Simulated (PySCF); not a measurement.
# InSe+: from the state search to spectroscopic constants, part 2 of 2

PySCF 2.14.0; In def2-SVP with ECP28, Se def2-SVP; scalar-relativistic core potentials. The steps go on from the part before.

## Step 6: PBE

Log of the SCF at 3.231 Å:

```text
[... 17 set-up lines left out, the same as in an earlier log ...]
XC functionals = PBE
    J. P. Perdew, K. Burke, and M. Ernzerhof.,  Phys. Rev. Lett. 77, 3865 (1996)
    J. P. Perdew, K. Burke, and M. Ernzerhof.,  Phys. Rev. Lett. 78, 1396 (1997)
    J. P. Perdew, K. Burke, and M. Ernzerhof.,  Phys. Rev. Lett. 77, 3865 (1996)
    J. P. Perdew, K. Burke, and M. Ernzerhof.,  Phys. Rev. Lett. 78, 1396 (1997)
[... 2 set-up lines left out, the same as in an earlier log ...]
init E= -2590.7633989992
cycle= 1 E= -2590.7645628783  delta_E= -0.00116  |g|= 0.0468  |ddm|= 0.111
cycle= 2 E= -2590.76449554636  delta_E= 6.73e-05  |g|= 0.0469  |ddm|= 0.0735
cycle= 3 E= -2590.76500949964  delta_E= -0.000514  |g|= 0.00442  |ddm|= 0.0468
cycle= 4 E= -2590.76502136652  delta_E= -1.19e-05  |g|= 0.000392  |ddm|= 0.00904
cycle= 5 E= -2590.76502155974  delta_E= -1.93e-07  |g|= 9.96e-05  |ddm|= 0.00137
cycle= 6 E= -2590.76502157156  delta_E= -1.18e-08  |g|= 6.95e-06  |ddm|= 0.000238
cycle= 7 E= -2590.7650215716  delta_E= -3.91e-11  |g|= 6.45e-07  |ddm|= 1.62e-05
Extra cycle  E= -2590.7650215716  delta_E=    0  |g|= 4.16e-07  |ddm|= 1.9e-06
converged SCF energy = -2590.7650215716  <S^2> = 2.0053391  2S+1 = 3.0035573
```

Re = 3.217 Å, ωe = 98.3 cm⁻¹, ωexe = 0.461 cm⁻¹, αe = 0.000194 cm⁻¹, Be = 0.03455 cm⁻¹, De = 0.76 eV, μ = -2.10 D. 9.1 s of CPU time for 12 points, integrals apart.

## Step 7: r²SCAN (meta-GGA)

The SCF at the reference distance, 3.231 Å, printed:

```text
[... 13 set-up lines left out, the same as in an earlier log ...]
max_memory 909 MB (current use 431 MB)
[... 3 set-up lines left out, the same as in an earlier log ...]
XC functionals = R2SCAN
    J. W. Furness, A. D. Kaplan, J. Ning, J. P. Perdew, and J. Sun.,  J. Phys. Chem. Lett. 11, 8208-8215 (2020)
    J. W. Furness, A. D. Kaplan, J. Ning, J. P. Perdew, and J. Sun.,  J. Phys. Chem. Lett. 11, 9248-9248 (2020)
    J. W. Furness, A. D. Kaplan, J. Ning, J. P. Perdew, and J. Sun.,  J. Phys. Chem. Lett. 11, 8208-8215 (2020)
    J. W. Furness, A. D. Kaplan, J. Ning, J. P. Perdew, and J. Sun.,  J. Phys. Chem. Lett. 11, 9248-9248 (2020)
[... 2 set-up lines left out, the same as in an earlier log ...]
init E= -2591.18000207556
cycle= 1 E= -2591.18074409171  delta_E= -0.000742  |g|= 0.0123  |ddm|= 0.0993
cycle= 2 E= -2591.18074680102  delta_E= -2.71e-06  |g|= 0.0122  |ddm|= 0.0309
cycle= 3 E= -2591.18079630106  delta_E= -4.95e-05  |g|= 0.000997  |ddm|= 0.0155
cycle= 4 E= -2591.18079671749  delta_E= -4.16e-07  |g|= 0.000185  |ddm|= 0.00146
cycle= 5 E= -2591.18079675276  delta_E= -3.53e-08  |g|= 4.82e-05  |ddm|= 0.00065
cycle= 6 E= -2591.18079675702  delta_E= -4.27e-09  |g|= 1.96e-05  |ddm|= 0.000165
cycle= 7 E= -2591.18079675809  delta_E= -1.07e-09  |g|= 4.61e-06  |ddm|= 0.000112
cycle= 8 E= -2591.18079675813  delta_E= -4.37e-11  |g|= 9.13e-07  |ddm|= 2.54e-05
Extra cycle  E= -2591.18079675813  delta_E= -1.82e-12  |g|= 1.09e-06  |ddm|= 4.05e-06
converged SCF energy = -2591.18079675813  <S^2> = 2.0081857  2S+1 = 3.0054521
```

Re = 3.196 Å, ωe = 100.3 cm⁻¹, ωexe = 0.481 cm⁻¹, αe = 0.000197 cm⁻¹, Be = 0.03502 cm⁻¹, De = 0.69 eV, μ = -2.14 D. 12 s of CPU time for 12 points, integrals apart.

## Step 8: LDA (local density)

Output of the SCF at 3.231 Å:

```text
[... 17 set-up lines left out, the same as in an earlier log ...]
XC functionals = LDA,VWN
    P. A. M. Dirac.,  Math. Proc. Cambridge Philos. Soc. 26, 376 (1930)
    F. Bloch.,  Z. Phys. 57, 545 (1929)
    S. H. Vosko, L. Wilk, and M. Nusair.,  Can. J. Phys. 58, 1200 (1980)
[... 2 set-up lines left out, the same as in an earlier log ...]
init E= -2587.373276103
cycle= 1 E= -2587.37661226532  delta_E= -0.00334  |g|= 0.0849  |ddm|= 0.186
cycle= 2 E= -2587.37672007963  delta_E= -0.000108  |g|= 0.0797  |ddm|= 0.119
cycle= 3 E= -2587.37804745393  delta_E= -0.00133  |g|= 0.00869  |ddm|= 0.072
cycle= 4 E= -2587.37808865381  delta_E= -4.12e-05  |g|= 0.000857  |ddm|= 0.0166
cycle= 5 E= -2587.37808960041  delta_E= -9.47e-07  |g|= 0.000229  |ddm|= 0.00298
cycle= 6 E= -2587.37808966145  delta_E= -6.1e-08  |g|= 9.75e-06  |ddm|= 0.000537
cycle= 7 E= -2587.3780896615  delta_E= -5e-11  |g|= 8.99e-07  |ddm|= 2.09e-05
Extra cycle  E= -2587.3780896615  delta_E= 9.09e-13  |g|= 1.05e-06  |ddm|= 5.38e-06
converged SCF energy = -2587.3780896615  <S^2> = 2.0045103  2S+1 = 3.0030054
```

Re = 3.096 Å, ωe = 113.5 cm⁻¹, ωexe = 0.461 cm⁻¹, αe = 0.000185 cm⁻¹, Be = 0.03732 cm⁻¹, De = 0.96 eV, μ = -1.58 D.

## Step 9: M06-L

The SCF at the reference distance, 3.231 Å, printed:

```text
[... 17 set-up lines left out, the same as in an earlier log ...]
XC functionals = M06L
    Y. Zhao and D. G. Truhlar.,  J. Chem. Phys. 125, 194101 (2006)
    Y. Zhao and D. G. Truhlar.,  J. Chem. Phys. 125, 194101 (2006)
    Y. Zhao and D. G. Truhlar.,  Theor. Chem. Acc. 120, 215 (2008)
[... 2 set-up lines left out, the same as in an earlier log ...]
init E= -2591.18696475683
cycle= 1 E= -2591.18827333612  delta_E= -0.00131  |g|= 0.0275  |ddm|= 0.11
cycle= 2 E= -2591.18834825296  delta_E= -7.49e-05  |g|= 0.0183  |ddm|= 0.0378
cycle= 3 E= -2591.188437836  delta_E= -8.96e-05  |g|= 0.00116  |ddm|= 0.0212
cycle= 4 E= -2591.18843912369  delta_E= -1.29e-06  |g|= 0.00038  |ddm|= 0.00341
cycle= 5 E= -2591.1884392258  delta_E= -1.02e-07  |g|= 0.000118  |ddm|= 0.000964
cycle= 6 E= -2591.18843923475  delta_E= -8.95e-09  |g|= 1.61e-05  |ddm|= 0.000242
cycle= 7 E= -2591.18843923513  delta_E= -3.82e-10  |g|= 7.51e-06  |ddm|= 5.94e-05
Extra cycle  E= -2591.18843923514  delta_E= -1.55e-11  |g|= 6.96e-06  |ddm|= 2.72e-05
converged SCF energy = -2591.18843923514  <S^2> = 2.0079333  2S+1 = 3.0052842
```

Re = 3.273 Å, ωe = 94.4 cm⁻¹, ωexe = 0.431 cm⁻¹, αe = 0.000183 cm⁻¹, Be = 0.03339 cm⁻¹, De = 0.66 eV, μ = -2.60 D. 11 s of CPU time for 12 points, integrals apart.

## Step 10: MN15

Output of the SCF at 3.231 Å:

```text
[... 13 set-up lines left out, the same as in an earlier log ...]
max_memory 909 MB (current use 432 MB)
[... 3 set-up lines left out, the same as in an earlier log ...]
XC functionals = MN15
    H. S. Yu, X. He, S. L. Li, and D. G. Truhlar.,  Chem. Sci. 7, 5032-5051 (2016)
    H. S. Yu, X. He, S. L. Li, and D. G. Truhlar.,  Chem. Sci. 7, 5032-5051 (2016)
[... 2 set-up lines left out, the same as in an earlier log ...]
init E= -2591.00480824263
cycle= 1 E= -2591.01377054779  delta_E= -0.00896  |g|= 0.0952  |ddm|= 0.243
cycle= 2 E= -2591.01481727244  delta_E= -0.00105  |g|= 0.0662  |ddm|= 0.118
cycle= 3 E= -2591.01557198464  delta_E= -0.000755  |g|= 0.0052  |ddm|= 0.0435
cycle= 4 E= -2591.01557884268  delta_E= -6.86e-06  |g|= 0.000398  |ddm|= 0.0051
cycle= 5 E= -2591.01557896557  delta_E= -1.23e-07  |g|= 8.01e-05  |ddm|= 0.00125
cycle= 6 E= -2591.01557897488  delta_E= -9.31e-09  |g|= 2.72e-05  |ddm|= 0.0002
cycle= 7 E= -2591.01557897656  delta_E= -1.67e-09  |g|= 4.74e-06  |ddm|= 0.000106
cycle= 8 E= -2591.01557897662  delta_E= -6.28e-11  |g|= 1.25e-06  |ddm|= 2.37e-05
Extra cycle  E= -2591.01557897663  delta_E= -9.09e-12  |g|= 7.65e-07  |ddm|= 4.58e-06
converged SCF energy = -2591.01557897663  <S^2> = 2.0061134  2S+1 = 3.0040728
```

Re = 3.217 Å, ωe = 95.9 cm⁻¹, ωexe = 0.428 cm⁻¹, αe = 0.000196 cm⁻¹, Be = 0.03457 cm⁻¹, De = 0.72 eV, μ = -2.43 D. 13 s of CPU time for 12 points, integrals apart.

## Step 11: UHF (mean field)

Output of the SCF at 3.231 Å:

```text
******** <class 'pyscf.scf.uhf_symm.SymAdaptedUHF'> ********
method = SymAdaptedUHF
[... 13 set-up lines left out, the same as in an earlier log ...]
Overwritten attributes  get_j get_hcore get_k get_jk get_occ  of <class 'pyscf.scf.uhf_symm.SymAdaptedUHF'>
[... 1 set-up line left out, the same as in an earlier log ...]
init E= -2588.54604487156
cycle= 1 E= -2588.55782607213  delta_E= -0.0118  |g|= 0.0494  |ddm|= 0.297
cycle= 2 E= -2588.55869501607  delta_E= -0.000869  |g|= 0.02  |ddm|= 0.11
cycle= 3 E= -2588.55879469891  delta_E= -9.97e-05  |g|= 0.00392  |ddm|= 0.0178
cycle= 4 E= -2588.55881306405  delta_E= -1.84e-05  |g|= 0.000782  |ddm|= 0.0159
cycle= 5 E= -2588.5588144166  delta_E= -1.35e-06  |g|= 0.000423  |ddm|= 0.00256
cycle= 6 E= -2588.55881518966  delta_E= -7.73e-07  |g|= 0.000247  |ddm|= 0.00206
cycle= 7 E= -2588.55881563919  delta_E= -4.5e-07  |g|= 9.35e-05  |ddm|= 0.00239
cycle= 8 E= -2588.55881570189  delta_E= -6.27e-08  |g|= 3.31e-05  |ddm|= 0.000988
cycle= 9 E= -2588.55881570766  delta_E= -5.77e-09  |g|= 1.22e-05  |ddm|= 0.00026
cycle= 10 E= -2588.5588157083  delta_E= -6.37e-10  |g|= 2.9e-06  |ddm|= 8.56e-05
Extra cycle  E= -2588.55881570831  delta_E= -1e-11  |g|= 1.6e-06  |ddm|= 8.01e-06
converged SCF energy = -2588.55881570831  <S^2> = 2.0131243  2S+1 = 3.0087368
```

Re = 3.439 Å, ωe = 71.4 cm⁻¹, ωexe = 0.462 cm⁻¹, αe = 0.000229 cm⁻¹, Be = 0.03024 cm⁻¹, De = 0.400 eV, μ = -3.75 D.

## Step 12: Correlated methods on the Hartree–Fock reference

Reference: UHF; core orbitals frozen: 13.

Correlation energy (eV) along the bond:

```
R (Å)     MP2  SCS-MP2
2.779  -6.573   -6.175
2.908  -6.541   -6.152
3.037  -6.511   -6.130
3.134  -6.490   -6.113
3.231  -6.470   -6.098
3.328  -6.451   -6.083
3.457  -6.428   -6.065
3.619  -6.403   -6.045
3.813  -6.378   -6.025
4.071  -6.353   -6.005
```

UHF-MP2: Re = 3.273 Å, ωe = 89.3 cm⁻¹, ωexe = 0.517 cm⁻¹, αe = 0.000219 cm⁻¹, Be = 0.03339 cm⁻¹, De = 0.55 eV.

UHF-SCS-MP2: Re = 3.304 Å, ωe = 85.9 cm⁻¹, ωexe = 0.512 cm⁻¹, αe = 0.000222 cm⁻¹, Be = 0.03276 cm⁻¹, De = 0.52 eV.

## Step 13: All curves

Energy (eV) from each level's lowest point:

```
R (Å)    UHF  UHF-MP2  UHF-SCS-MP2    LDA    PBE  r²SCAN  M06-L   PBE0   MN15
2.779  0.439    0.312        0.341  0.161  0.272   0.248  0.330  0.266  0.258
2.908  0.239    0.143        0.164  0.047  0.115   0.100  0.154  0.113  0.109
3.037  0.116    0.050        0.063  0.003  0.033   0.025  0.054  0.033  0.031
3.134  0.059    0.014        0.022  0.000  0.006   0.002  0.016  0.006  0.006
3.231  0.024    0.000        0.003  0.016  0.000   0.000  0.000  0.000  0.000
3.328  0.006    0.001        0.000  0.045  0.009   0.012  0.001  0.009  0.009
3.457  0.000    0.018        0.012  0.097  0.037   0.043  0.020  0.036  0.035
3.619  0.011    0.054        0.044  0.172  0.087   0.096  0.063  0.085  0.084
3.813  0.041    0.108        0.093  0.267  0.157   0.168  0.127  0.152  0.153
4.071  0.090    0.182        0.162  0.389  0.251   0.263  0.220  0.243  0.248
```

## Step 14: Constants by level of theory

This closing draws on all 2 parts.

Lowest PBE0 solution found, without spin–orbit coupling: ³Σ⁻ (triplet), unpaired electrons π ↑↑. State 3 has its PBE0 minimum 0.42 eV higher, as a spin-mixed determinant (⟨S²⟩ = 1.01), so this is no gap between pure states. The other levels ran on the lowest alone.

```
      level  Re (Å)  ωe (cm⁻¹)  De (eV)  μ (D)
        UHF   3.439       71.4    0.400  -3.75
    UHF-MP2   3.273       89.3     0.55    n/a
UHF-SCS-MP2   3.304       85.9     0.52    n/a
        LDA   3.096      113.5     0.96  -1.58
        PBE   3.217       98.3     0.76  -2.10
     r²SCAN   3.196      100.3     0.69  -2.14
      M06-L   3.273       94.4     0.66  -2.60
       PBE0   3.217       97.3     0.67  -2.39
       MN15   3.217       95.9     0.72  -2.43
```

De is counted to In+ + Se in their ground configurations. A positive dipole points from In to Se; in an ion it is taken about the centre of mass and does not tell which atom is negative.

Time per point (s) on 1 thread, shared host (CPU time, shared integrals of 0.24 s apart; correlated levels include their reference); the times are rough: UHF 0.18, UHF-MP2 0.36, UHF-SCS-MP2 0.36, LDA 0.47, PBE 0.76, r²SCAN 0.96, M06-L 0.95, PBE0 1.1, MN15 1.1.

In words: Bond lengths run from 3.096 Å (LDA) to 3.439 Å (UHF). Among the levels with a De in the table, it runs from 0.400 eV (UHF) to 0.96 eV (LDA).

Correlated steps freeze 13 core orbitals. These are scalar-relativistic numbers at best; spin–orbit coupling would shift them, the dissociation energy most.
